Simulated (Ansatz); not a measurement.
# Cd2SnO3: what a guessed cell relaxes into, part 2 of 2

Aim: relax a trial structure of Cd2SnO3 and see where it ends.

Ansatz 0.2.0; DFT PBE, scalar-relativistic, plane waves, PAW. Earlier steps stand in the parts before.

## (4) Final relaxation

The end of the coarse run is made exact in the group found at a tolerance of 0.06 Å and reduced to its primitive cell.

Input file input.yaml:

```yaml
crystal:
  lattice:
    - [2.9895105099, 0.0, 0.0]
    - [0.0, 2.9895105099, 0.0]
    - [0.0, 0.0, 9.0820879093]
  atoms:
    - { symbol: Cd, position: [0.0, 0.0, 0.3397018312] }
    - { symbol: Cd, position: [0.0, 0.0, 0.6602981688] }
    - { symbol: Sn, position: [0.0, 0.0, 0.0] }
    - { symbol: O, position: [0.5, 0.5, 0.1804788103] }
    - { symbol: O, position: [0.5, 0.5, 0.5] }
    - { symbol: O, position: [0.5, 0.5, 0.8195211897] }
basis:
  ecutwfc: 420
kpoints:
  mp_grid: { grid: [12, 12, 4] }
hamiltonian:
  xc: pbe
scf:
  occupations: { method: gaussian, width: 0.1 }
output:
  forces: true
  stress: true
  eigenvalues: true
relax:
  adjacent_minimum: "off"
  f_tol: 0.01
  max_steps: 80
  cell: { stress_tol: 0.05 }
```

On the command line:

```console
> ansatz run input.yaml --threads 1 --pin off --max-ram 2560MiB --backend cpu --events-out ev --progress --plain --runs-dir out
```

What it wrote (excerpt; [...] marks lines left out):

```text
Warning: RAYON_NUM_THREADS=1 ignored (pool sized by the plan → 1); use --threads N
[...]
Pseudopotentials: kind: paw
Pseudopotential: Cd, paw, valence charge 20, recommended cutoff 420 eV (normal), Cd.paw.azcp
Pseudopotential: Sn, paw, valence charge 14, recommended cutoff 420 eV (normal), Sn.paw.azcp
Pseudopotential: O, paw, valence charge 6, recommended cutoff 420 eV (normal), O.paw.azcp
Functional definition: PBE
[...]
Crystal: 6 atoms, lattice volume = 81.168 Å³
Basis set: ecut = 420 eV, 1523 PW (Γ), exchange–correlation on 40×40×128 points (8 copies of the dense FFT grid, shifted against one another)
Bands: 44, of which v1, the nominal top of the filled ones, is band 36 counted from 1 (35 counted from 0)
Symmetry: 16 space group operations
Space group: P4/mmm (ITA 123), of the structure as read, at distance tolerance 4.3e-5 Å
k-points: 84 of 576
[...]
  P = ⅓ Tr σ = -0.0026 GPa (-0.026 kbar)
--- Band table (eV; the first three rows and the last of 84) ---
[...]
--- Relaxed structure (3 steps of the walk, 2 accepted, 1 SCFs on fresh bases) ---
  F+E_penalty+E_count = -24231.30044898 eV   max|allowed force component| = 8.473e-4 eV/Å   (the final SCF, on the basis selected at the relaxed cell)
  cell:  # Å, volume = 81.2177 Å³
    - [2.9899854668929997, -4.1555511761047926e-36, 0.0]
    - [-4.1555511761047926e-36, 2.9899854668929997, 0.0]
    - [0.0, 0.0, 9.084745267388145]
  atoms:
    - { symbol: Cd, position: [2.5165202866319047e-37, -3.6699254180048605e-38, 0.33974216045002925] }
    - { symbol: Cd, position: [2.5165202866319047e-37, -9.961226134584621e-38, 0.6602578395499709] }
    - { symbol: Sn, position: [-1.0066081146527619e-36, 1.5203976731734423e-37, -1.989634584971165e-21] }
    - { symbol: O, position: [0.49999999999999994, 0.49999999999999994, 0.18041458898985782] }
    - { symbol: O, position: [0.49999999999999994, 0.49999999999999994, 0.5] }
    - { symbol: O, position: [0.49999999999999994, 0.49999999999999994, 0.8195854110101422] }
```

Wall time 63 s (1 thread of Intel Xeon at 2.70GHz, shared host); peak memory 0.54 GiB.

Step by step:

| step | energy from step 1 (eV/cell) | largest force component (eV/Å) | pressure (GPa) | volume (Å³) |
| --- | --- | --- | --- | --- |
| 1 | 0.0000 | 0.0062 | 0.07 | 81.17 |
| 2 | 0.0003 | 0.0070 | -0.06 | 81.25 |
| 3 | 0.0001 | 0.0008 | -0.01 | 81.22 |
| 4 | 0.0000 | 0.0008 | 0.00 | 81.22 |

Step 1 is the start. Step 4 repeats the geometry before it on a plane-wave basis chosen anew for that cell, so its energy need not be comparable with the rows above. Step 2 was tried and not accepted.

|  | before | after | change |
| --- | --- | --- | --- |
| a (Å) | 2.990 | 2.990 | 0.0 % |
| b (Å) | 2.990 | 2.990 | 0.0 % |
| c (Å) | 9.082 | 9.085 | 0.0 % |
| volume (Å³/atom) | 13.53 | 13.54 | +0.1 % |
| shortest distance (Å) | 2.561 | 2.562 | 0.0 % |
| space group (0.01 Å) | P4/mmm | P4/mmm | same |

Forces and stress were held to the start's 16 operations: a distortion of lower symmetry was not tested.

## (5) Changing settings: starting moments, spin_polarized true

Input file input.yaml:

```yaml
crystal:
  lattice:
    - [2.9895105099, 0.0, 0.0]
    - [0.0, 2.9895105099, 0.0]
    - [0.0, 0.0, 9.0820879093]
  atoms:
    - { symbol: Cd, position: [0.0, 0.0, 0.3397018312], spin: 1.0 }
    - { symbol: Cd, position: [0.0, 0.0, 0.6602981688], spin: 4.0 }
    - { symbol: Sn, position: [0.0, 0.0, 0.0], spin: -2.0 }
    - { symbol: O, position: [0.5, 0.5, 0.1804788103], spin: -0.5 }
    - { symbol: O, position: [0.5, 0.5, 0.5], spin: 4.0 }
    - { symbol: O, position: [0.5, 0.5, 0.8195211897], spin: 1.0 }
basis:
  ecutwfc: 420
kpoints:
  mp_grid: { grid: [12, 12, 4] }
hamiltonian:
  xc: pbe
scf:
  occupations: { method: gaussian, width: 0.1 }
output:
  forces: true
  eigenvalues: true
  stress: true
relax:
  adjacent_minimum: "off"
  f_tol: 0.01
  max_steps: 80
  cell: { stress_tol: 0.05 }
magnetization:
  spin_polarized: true
```

On the command line:

```console
> ansatz run input.yaml --threads 1 --pin off --max-ram 2560MiB --backend cpu --events-out ev --progress --plain --runs-dir out
```

What it wrote (excerpt; [...] marks lines left out):

```text
Warning: RAYON_NUM_THREADS=1 ignored (pool sized by the plan → 1); use --threads N
[...]
[... 5 set-up lines as earlier in the session ...]
[...]
Crystal: 6 atoms, lattice volume = 81.168 Å³
Basis set: ecut = 420 eV, 1523 PW (Γ), exchange–correlation on 40×40×128 points (8 copies of the dense FFT grid, shifted against one another)
Bands: 51, of which v1, the nominal top of the filled ones, is band 36 counted from 1 (35 counted from 0)
Symmetry: 8 space group operations
Space group: P4mm (ITA 99), of the structure as read, at distance tolerance 4.3e-5 Å
Magnetic group: BNS 99.163 (UNI 823), of the structure as read, at distance tolerance 4.3e-5 Å
k-points: 84 of 576 (time reversal used)
[...]
Starting moments: Σ|m| = 12.5 μB on 6 of 6 sites
[...]
WARN: the starting moments were not kept: the SCF closed with an absolute magnetisation of 6.2e-6 μB, where they sum to 12.5 μB in size (6 sites). That is at most 0.1 of that sum. Measured as dr2_m measures the in/out step, that magnetisation stands 1.0e-11 eV from none, at or under the [...]
--- Stress (GPa, compression-positive) ---
       -0.005848       0.000000      -0.000000
        0.000000      -0.005848      -0.000000
       -0.000000      -0.000000       0.004060
  P = ⅓ Tr σ = -0.0025 GPa (-0.025 kbar)
--- Band table (eV; the first three rows and the last of 168) ---
[...]
--- Relaxed structure (3 steps of the walk, 2 accepted, 1 SCFs on fresh bases) ---
  F+E_penalty+E_count = -24231.30044919 eV   max|allowed force component| = 8.308e-4 eV/Å   (the final SCF, on the basis selected at the relaxed cell)
  cell:  # Å, volume = 81.2177 Å³
    - [2.9899848801042843, 0.0, 2.6595527527070673e-34]
    - [0.0, 2.9899848801042843, 0.0]
    - [8.079681211863128e-34, 0.0, 9.084741840899973]
  atoms:
    - { symbol: Cd, position: [7.5495608598956e-37, 0.0, 0.3397418901016738] }
    - { symbol: Cd, position: [7.549560859895707e-37, 0.0, 0.660257981826234] }
    - { symbol: Sn, position: [1.2582601433159524e-36, 0.0, 4.146092016125849e-9] }
    - { symbol: O, position: [0.49999999999999994, 0.49999999999999994, 0.18041427738531302] }
    - { symbol: O, position: [0.49999999999999994, 0.49999999999999994, 0.5000000435997565] }
    - { symbol: O, position: [0.49999999999999994, 0.49999999999999994, 0.8195858029409306] }
```

Wall time 4.9 min (1 thread of Intel Xeon at 2.70GHz, shared host); peak memory 0.74 GiB.

| run | ending | energy change | pressure (GPa) | gap (eV) | force (eV/Å) | cycles | time |
| --- | --- | --- | --- | --- | --- | --- | --- |
| step 4 | converged | 0 | 0.0 | 0.00 | 0.00 | - | 63 s |
| variant | converged | 0.0 meV/atom | 0.0 | 0.00 | 0.00 | - | 4.9 min |

With the changed spin polarisation the energy stays within 0.5 meV/atom: no moment survives, so both runs end on the same non-magnetic state.

## (6) Summary of results

The summary covers parts 1 to 2. Changes of volume or cell count from the first structure of part 1.

```
                                                                       quantity                                                                      value
                                         symmetry at the end (tolerance 0.05 Å)                                               space group P4/mmm (No. 123)
                                                              conventional cell  a = 2.990 Å, b = 2.990 Å, c = 9.085 Å, α = 90.00°, β = 90.00°, γ = 90.00°
                                                                         volume                                                              13.54 Å³/atom
energy over the elements (uncorrected; H, N, O, F and Cl as molecules), grey Sn                                                              -0.55 eV/atom
                                                                gap on the mesh                                                               none (metal)
```

What this shows: The space group P4/mmm (No. 123) is kept, and the volume per atom shrinks by 34.7 % from the first guess. A negative formation energy is needed for stability but isn't enough; other structures and compounds were not set against it here. No finished test with a distortion of lower symmetry is shown, so the end may be a saddle point.
